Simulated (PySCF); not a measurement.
# ReSe₂: structure of the doublet

Aim: relax ReSe₂ as a doublet from a bent start, check by its vibrations whether the end is a minimum, and collect its spectrum and constants.

Computed with PySCF 2.14.0. Level: PBE0, basis Re def2-SVP with ECP60, Se def2-SVP, scalar-relativistic core potentials, no spin–orbit coupling, density fitting.

### Step 1. Starting geometry

3 atoms, charge 0, spin multiplicity 2.

Bond lengths: Re1–Se2 2.260 Å, Re1–Se3 2.260 Å. Angles: Se2–Re1–Se3 110.0°.

Coordinates in bohr (charge 0 multiplicity 2):
```
Re    0.0000    0.0000   -1.1290
Se    3.4984    0.0000    1.3206
Se   -3.4984    0.0000    1.3206
```

### Step 2. Relaxation: bent start, doublet

The steps below are one call of a driver around PySCF. For each, scf.py gives the equivalent set-up of the SCF; relaxations use the driver's own optimiser. Before each start the driver seeks the lowest SCF state from one or more starting densities and follows internal instabilities, so scf.py alone need not reach the same state.

The program finds C2v symmetry in the start, which this walk keeps. Threshold on the gradient: 0.0003 Eh/bohr, with a further test on the energy change.

scf.py reads:

```python
from pyscf import gto, scf, dft
mol = gto.M(atom='''
Re     0.000000     0.000000    -0.597458
Se     1.851300    -0.000000     0.698842
Se    -1.851300     0.000000     0.698842''',
    basis={'Re': 'def2-SVP', 'Se': 'def2-SVP'},
    ecp={'Re': 'def2-SVP'},
    charge=0, spin=1)
mf = dft.UKS(mol, xc='PBE0')
mf.grids.atom_grid = (50, 194)
aux = {'Re': 'def2-universal-JKFIT', 'Se': 'def2-universal-JKFIT'}
mf = mf.density_fit(auxbasis=aux)
mf.kernel()
```

After this run come: Vibrations and properties at this point.

**Question.** What will these runs give? Wanted: minimum; geometry; wavenumbers; dipole moment; highest occupied, lowest empty level; polar-tensor charge of Re1; zero-point energy; atomisation energy; ⟨S²⟩.

**Answer**, as computed:

| quantity | value |
| --- | --- |
| minimum | doublet, C2v |
| geometry | Re–Se 2.212 Å (×2); Se–Re–Se 116.4° |
| wavenumbers (cm⁻¹) | 87 (a1), 355 (a1), 375 (b2) |
| dipole moment | 1.43 D |
| highest occupied, lowest empty level (either spin) | -6.53, -3.93 eV |
| polar-tensor charge of Re1 | +0.73 e |
| zero-point energy | 4.9 kJ/mol |
| entropy at 298.15 K | 328.4 J/(mol K) |
| atomisation energy (no zero-point energy) | 643 kJ/mol |
| ⟨S²⟩ | 1.393 |

In words: The molecule stays C2v, as typed, and the end point is a minimum. The determinant is spin-contaminated (⟨S²⟩ = 1.39 against 0.75), so it is no pure spin state. In the infrared the band at 375 cm⁻¹ (b2, stretch) leads. Most of the spin sits on Re1 (Mulliken spin 0.76, against 1 for the whole molecule). Only this shape and spin were tried, so other structures or states may lie lower. Modes under about 90 cm⁻¹ are uncertain by tens of cm⁻¹. One determinant may miss the lowest occupation of an open d or f shell. With an element this heavy the missing spin–orbit coupling can shift these numbers.
